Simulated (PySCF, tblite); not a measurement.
# C₇H₁₀O− (doublet): geometry, infrared bands and EPR parameters

What infrared bands and EPR parameters should C₇H₁₀O− (doublet) (`O[C@@H]1[C@@H]2[CH-][CH][C@H]1CC2`) show?

Computed with tblite 0.8.0 and PySCF 2.14.0, with density-fitted response routines of our own, on a single molecule in the gas phase. Atoms are numbered from 0 throughout.

## (1) The starting structure

18 atoms, charge -1, multiplicity 2; geometry from: force field or distance geometry start.

Bonds of the start (Å): O0–C1 1.42, C1–C2 1.55, C2–C3 1.52, C3–C4 1.43, C4–C5 1.52, C5–C6 1.54, C6–C7 1.56, C5–C1 1.53, C7–C2 1.54, O0–H8 0.97, C1–H9 1.10, C2–H10 1.08, C3–H11 1.08, C4–H12 1.07, C5–H13 1.09, C6–H14 1.09, C6–H15 1.10, C7–H16 1.10, C7–H17 1.10.

## (2) Optimising the geometry with GFN2-xTB

Job settings and geometry (Å):

```
{"job": {"kind": "relax", "xc": "GFN2-xTB", "basis": "xTB"}, "charge": -1, "multiplicity": 2}
O      0.617000     2.188200     0.933200
C     -0.197500     1.053100     0.671600
C      0.480000    -0.303300     1.000300
C      1.551700    -0.358300    -0.070100
C      0.986800     0.285000    -1.214800
C     -0.409000     0.710800    -0.804300
C     -1.254300    -0.568400    -0.686000
C     -0.641400    -1.269000     0.570800
H      1.456000     2.074500     0.461700
H     -1.143400     1.183400     1.222600
H      0.845500    -0.420200     2.011500
H      2.376800    -1.060500    -0.084700
H      1.330500     0.151900    -2.224600
H     -0.815700     1.509400    -1.419700
H     -1.199600    -1.197900    -1.570800
H     -2.310600    -0.327400    -0.487300
H     -0.271500    -2.271100     0.329600
H     -1.409800    -1.373700     1.349500
```

Command:

```bash
$ OMP_NUM_THREADS=1 python probes_run.py task.json out
```

One launch serves the whole session: the jobs run in the order shown.

**Question.** This job is followed by: GFN2-xTB harmonic vibrations, gas phase; UKS B3LYP, pcH-1 on C H O, non-relativistic, mean-field spin-orbit, GIAO. Predict these results of the whole session: strongest single infrared mode (GFN2-xTB); zero-point energy (GFN2-xTB); g(iso) (B3LYP); ⟨S²⟩; largest a(iso).

**Answer**, as computed:

| quantity | value |
| --- | --- |
| strongest single infrared mode (GFN2-xTB) | 2857 cm⁻¹, 615 km/mol |
| zero-point energy (GFN2-xTB) | 92.7 kcal/mol |
| g(iso) (B3LYP) | 2.00256 |
| ⟨S²⟩ | 0.756 (exact 0.75) |
| largest a(iso) | 13C on C4, 140.2 MHz |

What this shows: Over 30 steps the energy fell by 0.270 eV; of the close pairs, C3–C4 changed most, 1.429 to 1.455 Å. No mode is imaginary among the 48: a minimum at this level. The strongest single mode, at 2857 cm⁻¹, is spread over several atoms, H11, H12, H15, H17 among them. GFN2-xTB is a fitted tight-binding method: band positions and strengths are rough. Its intensities can rank the bands wrongly. The largest spin populations lie on C4 (0.49 e), C3 (0.49 e). The isotropic g lies 0.2 ppt above the free-electron value.
